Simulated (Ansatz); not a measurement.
# BH4NO2: the cost of one run

Program: Ansatz 0.2.0. Level of theory: RKS PBE-D4/def2-SVP. These are calculated values, not measurements.

## (1) The starting structure

Bond lengths: N1–B2 1.459 Å, B2–O3 1.431 Å, B2–O4 1.412 Å, N1–H5 1.084 Å, N1–H6 1.064 Å, O3–H7 0.994 Å, O4–H8 0.994 Å. Angles: N1–B2–O3 118.7°, N1–B2–O4 123.7°, O3–B2–O4 117.6°, B2–N1–H5 109.4°, B2–N1–H6 111.6°, H5–N1–H6 104.3°, B2–O3–H7 108.6°, B2–O4–H8 105.0°.

Structure file:

```xyz
8

N    -0.5184    1.0524   -0.3139
B     0.1776   -0.2080   -0.0773
O     1.6064   -0.1999   -0.0010
O    -0.4787   -1.4501    0.0631
H    -1.5873    0.8755   -0.3371
H    -0.3815    1.7323    0.4935
H     1.9742   -0.3438   -0.9133
H    -0.7003   -1.5157    1.0303
```

## (2) End point A

File input.yaml:

```yaml
crystal:
  periodic: [false, false, false]
  atoms:
    - { symbol: "N", position_ang: [-0.5184, 1.0524, -0.3139] }
    - { symbol: B, position_ang: [0.1776, -0.208, -0.0773] }
    - { symbol: O, position_ang: [1.6064, -0.1999, -0.001] }
    - { symbol: O, position_ang: [-0.4787, -1.4501, 0.0631] }
    - { symbol: H, position_ang: [-1.5873, 0.8755, -0.3371] }
    - { symbol: H, position_ang: [-0.3815, 1.7323, 0.4935] }
    - { symbol: H, position_ang: [1.9742, -0.3438, -0.9133] }
    - { symbol: H, position_ang: [-0.7003, -1.5157, 1.0303] }
basis:
  gaussian: { orbitals: def2-SVP }
hamiltonian:
  xc: pbe
  dispersion: d4
relax:
  f_tol: 0.02
  max_steps: 50
```

On the command line:

```bash
ansatz run input.yaml --threads 1 --pin off --max-ram 2048MiB --backend cpu --events-out ev --progress --plain --runs-dir out
```

Q: Estimate wall time and peak memory on 1 thread of Intel Xeon Platinum 8559C (Emerald Rapids), shared host.

About 14 s, with a peak of 0.15 GiB.
